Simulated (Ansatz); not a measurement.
**HfSi+ (sextet): from Hartree-Fock to the top rungs at distance Hf1–Si2 = 6.746 Å, def2-SVP**

One table from this session's results is given with a row withheld; the runs are named, their logs left out.

The runs use Ansatz 0.2.0, Gaussian basis; def2-SVP, core rule «outside noble gas», up to 9 orbitals frozen.

The runs, in order: UHF; CCSD(T) on ROHF; CCSD(T) on UHF; CISD as a restricted active space (open shells left free, so some higher excitations enter); CCSDT(Q) on ROHF; CCSDT(Q) on UHF; CASSCF and MRCISD+Q, 7 electrons in 7 orbitals; CASSCF and NEVPT2, 7 electrons in 7 orbitals.

34 further runs of the same task are left out: 20 for a known fault of the program, 14 that didn't finish. Runs told in other sessions of the task aren't counted.

## The geometry

The geometry derives from a PBE0/def2-TZVP stationary point (not a proven minimum). One bond is set to the value named and the two fragments are kept rigid. No spin-orbit coupling is included. Elements past krypton take def2 core potentials.

2 atoms, charge 1, spin multiplicity 6.

Atoms are counted from 1 here; the program's logs count them from 0.

No contacts short enough for the rule that draws bonds.

Set-up of the first run:

Input file in.yaml:

```yaml
crystal:
  periodic: [false, false, false]
  atoms:
    - {symbol: Hf, position_ang: [0.000000, 0.000000, 0.000000]}
    - {symbol: Si, position_ang: [0.000000, 0.000000, 6.746000]}
basis:
  gaussian: {orbitals: def2-SVP}
total_charge: 1
magnetization: {spin_polarized: true, initial_magnetization: 5}
hamiltonian: {xc: hf}
output: {orbitals: {seedname: orbitals}}
```

On the command line:

```
$ ansatz run in.yaml --threads 1 --pin off --events-out ev --progress --plain --max-ram 4096MiB --backend cpu
```

Steps of the session up to this table: UHF; CCSD(T) on ROHF; CCSD(T) on UHF; CISD as a restricted active space (open shells left free, so some higher excitations enter); CCSDT(Q) on ROHF; CCSDT(Q) on UHF; CASSCF and MRCISD+Q, 7 electrons in 7 orbitals; CASSCF and NEVPT2, 7 electrons in 7 orbitals.

One of the session's tables, all rows but one given; the rest of the session is left out.

```
       method  from RCCSDT(Q) (kJ/mol)
         ROHF                   +202.1
          UHF                   +183.8
         RMP2                    +59.0
         UMP2                    +48.9
         CISD                     +7.8
        RCCSD                        ?
        UCCSD                     -5.5
     RCCSD(T)                     +1.1
     UCCSD(T)                     -8.1
       RCCSDT                     +0.1
       UCCSDT                     -9.2
    RCCSDT(Q)                        0
    UCCSDT(Q)                     -9.2
  CASSCF pair                   +167.6
  NEVPT2 pair                    +49.6
  MRCISD pair                     +6.4
MRCISD+Q pair                     -1.9
```

Q: Estimate the row for RCCSD from the others.

The run gave: from RCCSDT(Q) (kJ/mol): +4.0. In the column «from RCCSDT(Q) (kJ/mol)» it lies between RCCSD(T) (+1.1) and MRCISD pair (+6.4).

Limits of these values: Restricted and unrestricted rows rest on different reference determinants; a gap between their highest levels can come from leftover correlation error, from unlike frozen cores or from another state.
